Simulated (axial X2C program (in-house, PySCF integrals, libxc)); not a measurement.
# CoS: from the state search to constants, part 2 of 2

Computed with an in-house X2C program for linear molecules on PySCF integrals; all-electron X2C, Co dyall-cv3z, S dyall-av3z. The steps go on from the part before.

### Step 9. PBE0, 2c

State followed: Ω = 7/2 (excess of +ω over −ω: ω = -1/2, ω = 3/2, ω = 5/2). The scan is laid around 1.970 Å, a first estimate of the minimum, and this SCF restarts from the orbitals of the search.

The SCF at the reference distance of 1.970 Å:

```text
two-component X2C + atomic mean field  PBE0
basis functions 170  fitting functions 915  grid points 5081
iter        total energy     max residual
   1      -1791.806909657     1.60e-05
   2      -1791.806909642     5.52e-05
   3      -1791.806909669     1.00e-05
   4      -1791.806909673     7.72e-06
   5      -1791.806909676     3.68e-06
   6      -1791.806909677     1.29e-06
converged
one-electron -2711.17988671  Coulomb 889.18392477  exact exchange -20.89544872  xc functional -64.50231308  nuclear repulsion 116.04292138  atomic mean-field constant -0.45610732
```

Along the bond, energies from the lowest point:

| R (Å) | E (eV) | μ (D) | HOMO (eV) | LUMO (eV) | iterations |
| --- | --- | --- | --- | --- | --- |
| 1.714 | 1.0584 | -3.74 | -6.59 | -2.64 | 15 |
| 1.793 | 0.4379 | -4.14 | -6.68 | -2.77 | 15 |
| 1.852 | 0.1719 | -4.42 | -6.75 | -2.90 | 15 |
| 1.911 | 0.0356 | -4.70 | -6.83 | -3.03 | 15 |
| 1.970 | 0.0000 | -4.95 | -6.81 | -3.16 | 6 |
| 2.039 | 0.0549 | -5.23 | -6.75 | -3.29 | 14 |
| 2.108 | 0.1862 | -5.47 | -6.64 | -3.42 | 17 |
| 2.196 | 0.4299 | -5.72 | -6.43 | -3.55 | 17 |
| 2.305 | 0.7891 | -5.87 | -6.24 | -3.61 | 18 |
| 2.462 | 1.3240 | -5.79 | -6.08 | -3.55 | 23 |

Dipoles are positive if S is the positive end.

Outer spinors at the reference distance:

```tsv
ω	occupied	ε (eV)	atomic character	λ mixture
1/2	yes	-18.53	74% S s, 10% Co p, 10% Co d	100% σ
-1/2	yes	-17.88	73% S s, 10% Co p, 10% Co d	100% σ
-1/2	yes	-11.23	93% Co d, 6% S p	100% π
3/2	yes	-11.16	93% Co d, 6% S p	100% π
-3/2	yes	-10.62	100% Co d	100% δ
1/2	yes	-10.54	74% Co d, 19% S p, 5% S s	100% σ
5/2	yes	-10.47	100% Co d	100% δ
-1/2	yes	-9.35	54% Co d, 37% S p, 6% S s	100% σ
3/2	yes	-8.19	99% Co d	100% δ
1/2	yes	-7.53	53% S p, 27% Co s, 16% Co d	96% σ, 4% π
1/2	yes	-7.23	54% S p, 39% Co d, 4% Co p	96% π, 4% σ
-3/2	yes	-7.08	60% S p, 33% Co d, 5% Co p	100% π
-1/2	yes	-6.91	39% S p, 33% Co d, 26% Co s	100% σ
-1/2	yes	-6.86	82% S p, 9% Co p, 9% Co d	100% π
3/2	yes	-6.81	82% S p, 9% Co p, 9% Co d	100% π
1/2	no	-3.16	40% Co p, 31% Co s, 18% S p	99% σ, 1% π
1/2	no	-2.85	57% Co d, 30% S p, 12% Co p	99% π, 1% σ
-1/2	no	-2.60	39% Co p, 34% Co s, 14% S p	100% σ
-3/2	no	-2.51	64% Co d, 23% S p, 11% Co p	100% π
```

PBE0 fields in the half plane through the axis: z from -2.4 to 4.2 Å across, distance from the axis 0.15 to 2.25 Å upwards; Co lies at z = 0 and S at z = 1.970 Å; the ELF is damped to zero where the density is low.

log10 density (e/bohr³). Ten even steps from '0' (-4.77 ) to '9' (1.38 ):
```
00011222222222222221100
00112233333333333322110
01122333444444444333211
01223344444444554443221
11233445555555555544322
11234456665556666554332
12234567876666666654432
12234578987666997654432
```

ELF. Ten even steps from '0' (0.00 ) to '9' (0.88 ):
```
00000011111111111000000
00000122222223333210000
00000123333345666532000
00000122333567888764200
00000012222589999986310
00000013421489899997420
00000137872385004998520
00000278686370991898520
```

Re = 1.965 Å, ωe = 544 cm⁻¹, ωexe = 1.73 cm⁻¹, Be = 0.2106 cm⁻¹, De = 3.37 eV, μ = -4.93 D.

### Step 10. HF, 2c

Output at 1.970 Å:

```text
two-component X2C + atomic mean field  HF
basis functions 170  fitting functions 915  grid points 5081
iter        total energy     max residual
   1      -1789.990942761     1.21e-01
   2      -1790.045669186     3.02e-02
   3      -1790.060730890     2.63e-02
   4      -1790.068041854     1.24e-02
   5      -1790.075751501     7.32e-03
   6      -1790.077731517     4.31e-03
   7      -1790.078543308     1.77e-03
   8      -1790.079091632     1.28e-03
   9      -1790.079337269     1.12e-03
  10      -1790.079605495     1.02e-03
  11      -1790.079910782     1.02e-03
  12      -1790.080389154     9.96e-04
  13      -1790.080977631     9.75e-04
  14      -1790.081103834     7.10e-04
  15      -1790.081399530     7.46e-04
  16      -1790.081386453     3.05e-04
  17      -1790.081454456     2.32e-04
  18      -1790.081456251     1.74e-04
  19      -1790.081465027     1.74e-04
  20      -1790.081470482     1.67e-04
  21      -1790.081480700     1.84e-04
  22      -1790.081509812     2.23e-04
  23      -1790.081527358     2.34e-04
  24      -1790.081537010     2.22e-04
  25      -1790.081546255     1.84e-04
  26      -1790.081550225     1.09e-04
  27      -1790.081551407     8.60e-05
  28      -1790.081552027     2.87e-05
  29      -1790.081552077     8.76e-06
  30      -1790.081552084     3.06e-06
  31      -1790.081552090     1.67e-06
  32      -1790.081552090     1.23e-06
converged
one-electron -2709.06591734  Coulomb 887.22646955  exact exchange -83.82891837  xc functional 0.00000000  nuclear repulsion 116.04292138  atomic mean-field constant -0.45610732
```

No constants are quoted: the solution changes its character somewhere along the scan, so the fit is set aside.

### Step 11. r2SCAN0, 2c

Output at 1.970 Å:

```text
two-component X2C + atomic mean field  r2SCAN0
basis functions 170  fitting functions 915  grid points 5081
iter        total energy     max residual
   1      -1792.052423783     3.05e-02
   2      -1792.054627829     6.29e-03
   3      -1792.050693127     2.26e-02
   4      -1792.055076726     3.47e-03
   5      -1792.055093634     3.02e-03
   6      -1792.055203890     4.41e-04
   7      -1792.055217497     5.54e-04
   8      -1792.055223167     1.39e-04
   9      -1792.055224995     5.32e-05
  10      -1792.055225321     2.86e-05
  11      -1792.055225376     6.60e-06
  12      -1792.055225388     3.33e-06
  13      -1792.055225389     1.23e-06
converged
one-electron -2710.98399098  Coulomb 889.01904682  exact exchange -20.90886823  xc functional -64.76822706  nuclear repulsion 116.04292138  atomic mean-field constant -0.45610732
```

Re = 1.962 Å, ωe = 547 cm⁻¹, ωexe = 1.67 cm⁻¹, Be = 0.2112 cm⁻¹, De = 3.03 eV, μ = -5.33 D.

### Step 12. Correlated methods, 2c

Correlated methods: 15 electrons correlated (frozen shells, counted by type: Co 3 s, 2 p; S 2 s, 1 p), 249 virtual spinors in MP2, 90 natural virtuals in coupled cluster.

Output of the correlated part at 1.970 Å:

```text
correlated 15  virtual 249  natural virtual 90  E(MP2) -0.446346998  MP2 remainder -0.042494541
iter   CCSD correlation   residual
   1     -0.400480300   1.66e-01
   2     -0.414084263   9.44e-02
   3     -0.423080445   6.16e-02
   4     -0.427131004   4.11e-02
   5     -0.431035145   2.59e-02
   6     -0.431996751   1.26e-02
   7     -0.432624584   7.22e-03
   8     -0.432787748   4.30e-03
   9     -0.432828080   2.55e-03
  10     -0.432904622   1.25e-03
  11     -0.432873202   6.62e-04
  12     -0.432893324   3.96e-04
  13     -0.432887352   2.39e-04
  14     -0.432884694   1.32e-04
  15     -0.432884571   6.88e-05
  16     -0.432884245   3.98e-05
  17     -0.432883916   2.62e-05
  18     -0.432883588   1.81e-05
  19     -0.432883083   9.36e-06
  20     -0.432883136   5.60e-06
  21     -0.432883048   4.00e-06
  22     -0.432883086   3.04e-06
  23     -0.432883141   2.13e-06
  24     -0.432883164   1.39e-06
  25     -0.432883184   8.50e-07
  26     -0.432883189   5.31e-07
(T) -0.021728057  T1 0.1063  D1 0.3096  max T2 0.068
```

MP2: No constants are quoted: the reference changes its character somewhere along the scan, so the fit is set aside.

CCSD: No constants are quoted: the reference changes its character somewhere along the scan, so the fit is set aside.

CCSD(T): No constants are quoted: the reference changes its character somewhere along the scan, so the fit is set aside.

### Step 13. A higher determinant, 2c

State: Ω = 1/2 (excess of +ω over −ω: ω = 1/2).

Output at the reference distance:

```text
two-component X2C + atomic mean field  PBE0
basis functions 170  fitting functions 915  grid points 5081
iter        total energy     max residual
   1      -1791.802521387     2.96e-05
   2      -1791.802521374     6.10e-05
   3      -1791.802521405     2.11e-05
   4      -1791.802521412     1.37e-05
   5      -1791.802521417     5.74e-06
   6      -1791.802521418     3.05e-06
converged
one-electron -2711.16163279  Coulomb 889.16915140  exact exchange -20.89521391  xc functional -64.50164017  nuclear repulsion 116.04292138  atomic mean-field constant -0.45610732
```

| R (Å) | E above the lowest PBE0 point (eV) |
| --- | --- |
| 1.714 | 1.177 |
| 1.793 | 0.557 |
| 1.852 | 0.291 |
| 1.911 | 0.155 |
| 1.970 | 0.119 |
| 2.039 | 0.174 |
| 2.108 | 0.306 |
| 2.196 | 0.550 |
| 2.305 | 0.909 |

Re = 1.965 Å, ωe = 544 cm⁻¹, ωexe = 1.72 cm⁻¹, Be = 0.2106 cm⁻¹, μ = -4.93 D. Te = 0.12 eV.

### Step 14. The 2c curves together

Energy (eV) of the followed determinant, 2c, from each level's lowest point:

| R (Å) | PBE0 | HF (jumps) | MP2 (its reference jumps) | CCSD (its reference jumps) | CCSD(T) (its reference jumps) | r2SCAN0 |
| --- | --- | --- | --- | --- | --- | --- |
| 1.714 | 1.058 | 2.360 | 0.839 | n/a | n/a | 1.040 |
| 1.793 | 0.438 | 1.429 | 0.267 | 0.362 | 0.347 | 0.427 |
| 1.852 | 0.172 | 0.943 | 0.043 | 0.103 | 0.093 | 0.165 |
| 1.911 | 0.036 | 0.596 | 0.000 | 0.000 | 0.000 | 0.032 |
| 1.970 | 0.000 | 0.347 | 0.150 | 0.024 | 0.046 | 0.000 |
| 2.039 | 0.055 | 0.172 | 0.343 | 0.128 | 0.177 | 0.059 |
| 2.108 | 0.186 | 0.055 | 0.387 | 0.224 | 0.293 | 0.195 |
| 2.196 | 0.430 | 0.000 | 0.586 | 0.438 | 0.541 | 0.447 |
| 2.305 | 0.789 | 0.032 | 0.851 | n/a | n/a | 0.821 |
| 2.462 | 1.324 | 0.203 | 1.254 | n/a | n/a | 1.386 |

The whole job took 4.3 min on 1 thread of Arm Neoverse V1, shared host.

### Step 15. Constants

The summary covers parts 1 to 2.

Lowest determinant that the search found at its distance, spin-free: M_S = 3/2, Λ = 2 (beyond closed shells: π+α, π-α, δ+α, δ+β, δ-α).

Lowest determinant that the search found at its distance, 2c: Ω = 7/2 (excess of +ω over −ω: ω = -1/2, ω = 3/2, ω = 5/2).

| Hamiltonian | level | Re (Å) | ωe (cm⁻¹) | De (eV) | μ (D) |
| --- | --- | --- | --- | --- | --- |
| spin-free | PBE0 | 1.965 | 544 | 3.37 | -4.93 |
| spin-free | CCSD | 1.939 | 581 | 2.28 | n/a |
| spin-free | r2SCAN0 | 1.962 | 548 | 3.03 | -5.33 |
| 2c | PBE0 | 1.965 | 544 | 3.37 | -4.93 |
| 2c | r2SCAN0 | 1.962 | 547 | 3.03 | -5.33 |

Dipoles are positive if S is the positive end. No constants: spin-free HF (too few points lie around the minimum for a second fit to confirm the first); spin-free MP2 (the reference is strongly spin-contaminated); spin-free CCSD(T) (the points don't follow one smooth fit); 2c HF (the solution changes its character somewhere along the scan, so the fit is set aside); 2c MP2 (the reference changes its character somewhere along the scan, so the fit is set aside); 2c CCSD (the reference changes its character somewhere along the scan, so the fit is set aside); 2c CCSD(T) (the reference changes its character somewhere along the scan, so the fit is set aside).

Time per point (s) on 1 thread of Arm Neoverse V1, shared host (2c runs); the times are rough: PBE0 0.64, r2SCAN0 0.98.

**Reading.** At PBE0, going from spin-free to two-component changes Re by 0 mÅ, ωe by -0.1 %; the spin-free picture holds up (part of it comes from the scalar share of the two-electron terms). De moves by 0.00 eV; both De rest on single-determinant atoms, which can miss part of an open shell's spin–orbit lowering.

De refers to Co + S, each in the lowest determinant found, which need not be this curve's own limit. Each curve is one determinant whose occupation by symmetry is held fixed; it was picked as the lowest of a PBE0 search that is not exhaustive. De is counted from the lowest determinant-based energies of the atoms at the same level, without counterpoise correction. Density functionals use the spin component along the axis (collinear). CCSD and (T) use frozen natural virtuals with an MP2 correction for the truncation. The meta-GGAs lack a current-density term, which matters for open shells with orbital currents, atoms included. With several unpaired electrons one determinant need not be a pure state. The spin-free determinant is spin-contaminated at some levels. T1 at Re is 0.071 (Lee–Taylor), above the customary mark of 0.02.
